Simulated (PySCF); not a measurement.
# C8H8O (p-tolualdehyde): the cost of one run

Programs: PySCF 2.14.0, with routines of our own; each step states its level. All values are computed. Atoms count from 0.

### Step 1. The system as given

17 atoms, charge 0, multiplicity 1; geometry from: GFN2-xTB.

### Step 2. Geometry optimisation at PBE0-D3(BJ)/def2-SVP

The job: settings as JSON, then the geometry in Å.

```
{"job": {"xc": "PBE0", "basis": "def2-SVP", "d3": "d3bj", "grid": 2, "kind": "geom"}, "charge": 0, "multiplicity": 1}
C     -2.711804     0.197367     0.020762
C     -1.219840     0.093610    -0.001574
C     -0.597857    -1.066585    -0.455642
C      0.776464    -1.172645    -0.461915
C      1.567019    -0.113426    -0.011726
C      3.026285    -0.230151    -0.027065
O      3.647432    -1.191666    -0.405623
C      0.947503     1.049083     0.446550
C     -0.428780     1.147365     0.448865
H     -3.154866    -0.407922    -0.766530
H     -3.031880     1.229682    -0.098654
H     -3.091250    -0.164513     0.977085
H     -1.203148    -1.889414    -0.807856
H      1.267099    -2.067229    -0.815683
H      3.549842     0.672399     0.350980
H      1.552830     1.873759     0.795724
H     -0.902046     2.052317     0.802390
```

Run with:

```bash
$ OMP_NUM_THREADS=1 python excited_run.py task.json out
```

One launch serves the whole session: the jobs run in the order shown.

Q: Estimate the wall time and peak memory of this first job on 1 thread of AMD EPYC 9R14, shared host.

About 44 s, with a peak of 0.83 GiB.
